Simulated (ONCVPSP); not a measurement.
# An ONCV potential for antimony, from input to tests

Task: generate the file, and judge it by its errors in other configurations, its logarithmic derivatives, its ghosts and its cutoff.

Program: ONCVPSP 4.0.1. Reference atom: PBEsol, scalar-relativistic, spherical and spin-unpolarised. All values are calculated.

### Step 1. Starting point

Typed settings, in words:

```json
{
  "element": "antimony (Sb, Z = 51)",
  "type": "optimised norm-conserving Vanderbilt (ONCV)",
  "frozen core": "[Ar] 3d10",
  "valence charge": "23",
  "reference configuration": "4s2 4p6 4d10 5s2 5p2.5 (charge +0.5)",
  "partial waves": "4s+5s: rc 1.25 bohr, ncon 4, nbas 8, qcut 7.6 1/bohr, 2 projectors; 4p+5p: rc 1.55 bohr, ncon 5, nbas 10, qcut 7.1 1/bohr, 2 projectors; 4d: rc 1.45 bohr, ncon 4, nbas 8, qcut 10.3 1/bohr, 1 projector",
  "local potential": "polynomial inside 0.85 bohr (lpopt 5, dvloc0 0 Ha)",
  "core correction": "not asked for"
}
```

### Step 2. Generating the potential

Contents of Sb.dat:

```
# ATOM AND REFERENCE CONFIGURATION
# atsym  z   nc   nv     iexc    psfile
  Sb 51.00    6    5  -116133      upf
#
#   n    l    f
    1    0    2.00
    2    0    2.00
    2    1    6.00
    3    0    2.00
    3    1    6.00
    3    2   10.00
    4    0    2.00
    4    1    6.00
    4    2   10.00
    5    0    2.00
    5    1    2.50
#
# PSEUDOPOTENTIAL AND OPTIMIZATION
# lmax
    2
#
#   l,   rc,      ep,       ncon, nbas, qcut
    0    1.25    0.00    4    8    7.60
    1    1.55    0.00    5   10    7.10
    2    1.45    0.00    4    8   10.30
#
# LOCAL POTENTIAL
# lloc, lpopt,  rc(5),   dvloc0
    4    5    0.85    0.00
#
# VANDERBILT-KLEINMAN-BYLANDER PROJECTORs
# l, nproj, debl
    0    2    2.80
    1    2    1.50
    2    1    2.00
#
# MODEL CORE CHARGE
# icmod, fcfact, rcfact
    0    0.00    0.00
#
# LOG DERIVATIVE ANALYSIS
# epsh1, epsh2, depsh
   -7.00    5.00    0.04
#
# OUTPUT GRID
# rlmax, drl
    6.00    0.01
#
# TEST CONFIGURATIONS
# ncnf
    4
# nvcnf
#   n    l    f
    5
    4    0    2.00
    4    1    6.00
    4    2   10.00
    5    0    2.00
    5    1    3.00
#
    5
    4    0    2.00
    4    1    6.00
    4    2   10.00
    5    0    2.00
    5    1    2.00
#
    5
    4    0    2.00
    4    1    6.00
    4    2   10.00
    5    0    2.00
    5    1    1.00
#
    5
    4    0    2.00
    4    1    6.00
    4    2   10.00
    5    0    1.00
    5    1    3.00
#
```

Command:

```sh
oncvpsp.x < Sb.dat > Sb.out
```

Before running it: what results should come out? Wanted: cutoffs for 1 and 0.1 mHa per electron, occupied waves; bound ghosts; GHOST(+) flags; largest test error; largest phase difference near zero energy, channels read.

The runs gave:

```
                                                quantity                               value
  cutoffs for 1 and 0.1 mHa per electron, occupied waves                    41 Ha and 102 Ha
                                            bound ghosts                          none found
                                          GHOST(+) flags                         s at 155 eV
                            largest test error (AE − PS)  -4.9 meV, for 4s2 4p6 4d10 5s2 5p1
largest phase difference near zero energy, channels read                           0.001 rad
```

What this shows: The worst unpolarised test, 4s2 4p6 4d10 5s2 5p1, is off by 4.9 meV on 21.1 eV; by total energies transferability rates as very good. It counts as hard, with 41 Ha needed at the looser tolerance. The tighter tolerance needs 102 Ha, and converged work needs a cutoff nearer that. At the looser tolerance the 4d wave is the slowest; 5s needs 28 Ha. The program's ghost test flags no bound state. Near zero energy the phases of the channels with partial waves agree within 0.001 rad. The program also flags highly localised states, GHOST(+) (s).
